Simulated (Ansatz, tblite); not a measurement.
# The cluster Fe3S4: one state, many levels

Aim: run the singlet of the cluster Fe3S4 at one geometry on many levels, and compare frontier levels, spin and run time.

Method: as each input shows; program: Ansatz 0.2.0, Gaussian basis.

The runs, in order: GFN1-xTB, GFN2-xTB, PBE-D4/def2-TZVP, r2SCAN-D4/def2-TZVP, ωB97M-V/def2-TZVP, HF/def2-TZVP, ωB97X-V/def2-TZVP, PBE-D4/def2-SVP, PBE0-D4/def2-SVP, HF/STO-3G.

5 further runs of the same task are left out: 2 that didn't finish, 3 set aside as unsound or not needed.

### Step 1. The relaxed structure

The geometry is that of the singlet, from an earlier relaxation (r2SCAN-D4/def2-SVP). It is a higher isomer from a search, not the lowest found.

7 atoms, charge 0, spin multiplicity 1.

Bond lengths: Fe1–S4 2.176 Å, Fe1–S5 1.972 Å, Fe1–S7 2.080 Å, Fe2–S4 2.180 Å, Fe2–S6 2.120 Å, Fe2–S7 2.117 Å, Fe3–S4 2.113 Å, Fe3–S6 2.085 Å. Angles: S4–Fe1–S5 115.6°, S4–Fe1–S7 108.1°, S5–Fe1–S7 131.6°, S4–Fe2–S6 111.5°, S4–Fe2–S7 106.7°, S6–Fe2–S7 95.6°, S4–Fe3–S6 115.7°, Fe1–S4–Fe2 67.4°, Fe1–S4–Fe3 60.8°, Fe2–S4–Fe3 63.7°, Fe2–S6–Fe3 65.2°, Fe1–S7–Fe2 70.3°.

No spin-orbit coupling is included.

PBE0-D4/def2-TZVP was run before; its log isn't repeated, and its numbers join the tables.

### Step 2. GFN1-xTB

Tight binding, by tblite at 300 K electronic temperature and without a spin-polarisation term:

```python
tblite.interface.Calculator('GFN1-xTB', numbers, positions, charge=0, uhf=0).singlepoint()
```

Energy -647.8475 eV, HOMO -11.34 eV, LUMO -11.14 eV; 0.019 s.

### Step 3. GFN2-xTB

Tight binding, by tblite at 300 K electronic temperature and without a spin-polarisation term:

```python
tblite.interface.Calculator('GFN2-xTB', numbers, positions, charge=0, uhf=0).singlepoint()
```

Energy -610.3431 eV, HOMO -8.84 eV, LUMO -8.75 eV; 0.015 s.

### Step 4. PBE-D4/def2-TZVP

start.molden holds the orbitals of an earlier run on this state, given as this run's starting guess.

in.yaml

```yaml
crystal:
  periodic: [false, false, false]
  atoms:
    - {symbol: Fe, position_ang: [-0.554350, -0.869529, -0.100992]}
    - {symbol: Fe, position_ang: [1.202271, 0.526640, 0.795347]}
    - {symbol: Fe, position_ang: [-0.545450, 1.276561, -0.438482]}
    - {symbol: S, position_ang: [-0.852782, 0.549364, 1.521496]}
    - {symbol: S, position_ang: [-2.151163, -1.892931, -0.640933]}
    - {symbol: S, position_ang: [1.427633, 1.731111, -0.934538]}
    - {symbol: S, position_ang: [1.473842, -1.321217, -0.201879]}
basis:
  gaussian: {orbitals: def2-TZVP, initial_orbitals: start.molden}
hamiltonian: {xc: pbe, dispersion: d4}
scf: {omitted_lower_state_checks: [starts]}
output: {forces: true, orbitals: {seedname: orbitals}}
```

Started as:

```console
$ ansatz run in.yaml --threads 4 --pin off --events-out ev --progress --plain --max-ram 4787MiB
```

Further steps of the session: r2SCAN-D4/def2-TZVP; ωB97M-V/def2-TZVP; HF/def2-TZVP; ωB97X-V/def2-TZVP; PBE-D4/def2-SVP; PBE0-D4/def2-SVP; HF/STO-3G.

**Question.** What will the summary of the whole plan be? Wanted: gap in def2-TZVP, named functionals and Hartree-Fock, smallest and largest; binding an atom, functionals in def2-TZVP; PBE0 total energy, smallest basis above largest.

The runs gave:

| quantity | value |
| --- | --- |
| gap in def2-TZVP, named functionals and Hartree-Fock, smallest and largest | 0.07 eV (PBE-D4), 6.65 eV (ωB97M-V) |
| binding an atom, functionals in def2-TZVP | 1.90 (ωB97M-V) to 3.34 eV (PBE-D4) |
| PBE0 total energy, smallest basis above largest | 29.68 eV (def2-SVP, def2-TZVP) |

What this shows: Orbital gaps of the named functionals and Hartree-Fock in def2-TZVP span 0.07 eV (PBE-D4) to 6.65 eV (ωB97M-V); exact exchange widens it.
